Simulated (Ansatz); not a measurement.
# CH5Al: the cost of one run

Computed with Ansatz 0.2.0, Gaussian basis. Level: PBE0-D4/def2-TZVP structures, single points in def2-TZVPP, no counterpoise correction.

Levels: SPW92, PBE-D4, BLYP-D4, r2SCAN-D4, B97M-V, PBE0-D4, B3LYP-D4, r2SCAN0-D4, BHLYP-D4, CAM-B3LYP-D4, wB97X-V, wB97M-V, B2PLYP, PBE-QIDH, RPA on PBE, Hartree-Fock, MP2, CCSD, CCSD(T).

Correlated methods freeze the cores. B3LYP uses VWN-RPA correlation. B2PLYP carries no dispersion term here.

56 further runs of the same task are left out: 56 set aside as unsound or not needed. Runs told in other sessions of the task aren't counted.

## Step 1: The system as given

The complex: 13 atoms, charge 0, spin multiplicity 1.

Atoms are counted from 1 here; the program's logs count them from 0.

Bond lengths: Al1–C2 1.973 Å, Al1–H3 1.604 Å, Al1–H4 1.604 Å, Al1–N5 2.035 Å, C2–H8 1.095 Å, C2–H9 1.095 Å, C2–H10 1.095 Å, N5–C6 1.143 Å, C6–C7 1.442 Å, C7–H11 1.091 Å, C7–H12 1.091 Å, C7–H13 1.091 Å. Angles: C2–Al1–H3 117.9°, C2–Al1–H4 117.9°, C2–Al1–N5 100.8°, H3–Al1–H4 116.7°, H3–Al1–N5 98.5°, H4–Al1–N5 98.4°, Al1–C2–H8 110.5°, Al1–C2–H9 112.3°, Al1–C2–H10 112.3°, H8–C2–H9 106.8°, H8–C2–H10 106.8°, H9–C2–H10 107.9°, Al1–N5–C6 179.8°, N5–C6–C7 179.8°, C6–C7–H11 109.7°, C6–C7–H12 109.7°, C6–C7–H13 109.6°, H11–C7–H12 109.3° and more.

Geometry (Å):

```
Al   -1.0445   -0.8888    1.2046
C    -1.0649    0.8644    2.1096
H    -2.3732   -1.3507    0.4341
H    -0.1413   -2.0512    1.8417
N     0.1119   -0.4683   -0.4160
C     0.7644   -0.2318   -1.3247
C     1.5874    0.0618   -2.4719
H    -1.6591    0.8140    3.0285
H    -1.5098    1.6480    1.4879
H    -0.0621    1.1946    2.3991
H     2.5489    0.4589   -2.1429
H     1.0896    0.7997   -3.1029
H     1.7527   -0.8507   -3.0469
```

Its parts: CH5Al holds atoms 1, 2, 3, 4, 8, 9, 10; C2H3N holds atoms 5, 6, 7, 11, 12, 13. Each part counts its atoms afresh in its own runs.

## Step 2: Relaxing CH5Al alone

relax-a/in.yaml reads:

```yaml
crystal:
  periodic: [false, false, false]
  atoms:
    - {symbol: Al, position_ang: [-1.044493, -0.888809, 1.204568]}
    - {symbol: C, position_ang: [-1.064924, 0.864430, 2.109596]}
    - {symbol: H, position_ang: [-2.373230, -1.350683, 0.434057]}
    - {symbol: H, position_ang: [-0.141349, -2.051225, 1.841659]}
    - {symbol: H, position_ang: [-1.659089, 0.814005, 3.028540]}
    - {symbol: H, position_ang: [-1.509802, 1.648007, 1.487858]}
    - {symbol: H, position_ang: [-0.062114, 1.194635, 2.399078]}
basis:
  gaussian: {orbitals: def2-TZVP}
hamiltonian: {xc: pbe0, dispersion: d4}
relax: {f_tol: 0.005, max_steps: 200}
```

Launch:

```sh
ansatz run in.yaml --threads 8 --pin off --events-out ev --progress --plain --max-ram 19148MiB
```

**Question.** How long does this run take on 8 threads of Intel Xeon Platinum 8488C, shared host?

About 2.4 s.
